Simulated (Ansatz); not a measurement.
Write a Python script for Ansatz 0.2.0 through its Python package that makes a test of the smearing width of In₃Ga, space group Fm-3m. Level of theory (first run): LDA, PAW, cutoff 320 eV, 7×7×7 k-points, cold smearing of 0.5 eV. The script varies width (eV): 0.5, 0.3, 0.2, 0.1.

```yaml
crystal:
  lattice:
    - [0.00000, 3.66564, 3.66564]
    - [3.66564, 0.00000, 3.66564]
    - [3.66564, 3.66564, 0.00000]
  atoms:
    - { symbol: In, position: [0.25000, 0.25000, 0.25000] }
    - { symbol: In, position: [0.75000, 0.75000, 0.75000] }
    - { symbol: In, position: [0.50000, 0.50000, 0.50000] }
    - { symbol: Ga, position: [0.00000, 0.00000, 0.00000] }
```

The script, `smear_in3ga.py`:
```python
"""Smearing width test for In3Ga."""

import argparse

import ansatz
from tabulate import tabulate

parser = argparse.ArgumentParser(description="Smearing width test for In3Ga.")
parser.add_argument("--k-spacing", type=float, default=0.23, help="k-point sampling")
parser.add_argument("--functional", default="LDA", help="exchange-correlation functional")
parser.add_argument("--ecut", type=float, default=320.0, help="basis")
args = parser.parse_args()

lattice = ansatz.Lattice.of(
    (0.0, 3.665641, 3.665641),
    (3.665641, 0.0, 3.665641),
    (3.665641, 3.665641, 0.0),
)
sites = [
    ("In", (0.25, 0.25, 0.25)),
    ("In", (0.75, 0.75, 0.75)),
    ("In", (0.5, 0.5, 0.5)),
    ("Ga", (0.0, 0.0, 0.0)),
]
xtal = ansatz.Crystal(lattice=lattice)
for symbol, position in sites:
    xtal = xtal.atom(symbol, position)

model = xtal.calculation()
model = model.kpoints(spacing=args.k_spacing)
model = model.pseudopotentials("paw").functional(args.functional)
model = model.basis(args.ecut).accuracy("low")
model = model.scf(self_checks="high")
model = model.forces()
model = model.stress()

rows = []
for value in [0.5, 0.3, 0.2, 0.1]:
    data = model.occupations("cold", width=value).run(threads=1).report
    rows.append((value, data["free_energy_ev"] / len(data["lattice"]["sites"]), data["n_iterations"], sum(data["stress_gpa"][i][i] for i in range(3)) / 3, max(abs(f) for row in data["forces_ev_ang"] for f in row), data["n_kpoints"]))

print(tabulate(rows, headers=["width (eV)", "F/atom (eV)", "iterations", "P (GPa)", "max component (eV/A)", "k-points"], floatfmt=".4f", tablefmt="github"))

# differences from the last row
for row in rows[:-1]:
    shift = 1000 * (row[1] - rows[-1][1])
    print(f"{row[0]}: {shift:+.2f} meV/atom" + ("  (within 5 meV)" if abs(shift) < 5 else ""))
```

```console
$ python smear_in3ga.py
DeckWarning: basis.ecutwfc = 320 eV is below the records' recommended 420 eV, and the density's cutoff is lower with it unless basis.ecutrho_ratio is high enough to keep the records' density cutoff: compare with a run at a higher cutoff
|   width (eV) |   F/atom (eV) |   iterations |   P (GPa) |   max component (eV/A) |   k-points |
|--------------|---------------|--------------|-----------|------------------------|------------|
|       0.5000 |    -5019.5386 |            7 |   -3.0760 |                 0.0000 |         20 |
|       0.3000 |    -5019.5399 |            7 |   -3.0234 |                 0.0000 |         20 |
|       0.2000 |    -5019.5390 |            7 |   -3.0330 |                 0.0000 |         20 |
|       0.1000 |    -5019.5385 |            7 |   -3.0240 |                 0.0000 |         20 |
0.5: -0.10 meV/atom  (within 5 meV)
0.3: -1.33 meV/atom  (within 5 meV)
0.2: -0.43 meV/atom  (within 5 meV)
```
(Warnings from the package without file and line.)

Reading the output:
- The cutoff lies under the one recommended for these potentials.
- Under the recommended cutoff a pressure can be off by several GPa, even in sign.
- The mesh is modest for a metal, so energies can be off by several to tens of meV an atom and pressures by half a GPa or more; differences at equal mesh fare better.
- Forces vanish by symmetry here and test nothing.
- The narrowest width needs the finest mesh, so the last row is no converged reference.
- Pressure is positive in compression.
- The structure comes from a database of computed cells and needn't be a stable or known phase.
- It ran for 12 s on 1 thread of Intel(R) Xeon(R) Platinum 8375C CPU @ 2.90GHz (Ice Lake), with other jobs on the host, peak memory 0.44 GiB.

(A comment or docstring line of the script was reworded after the run, the code is as it ran.)
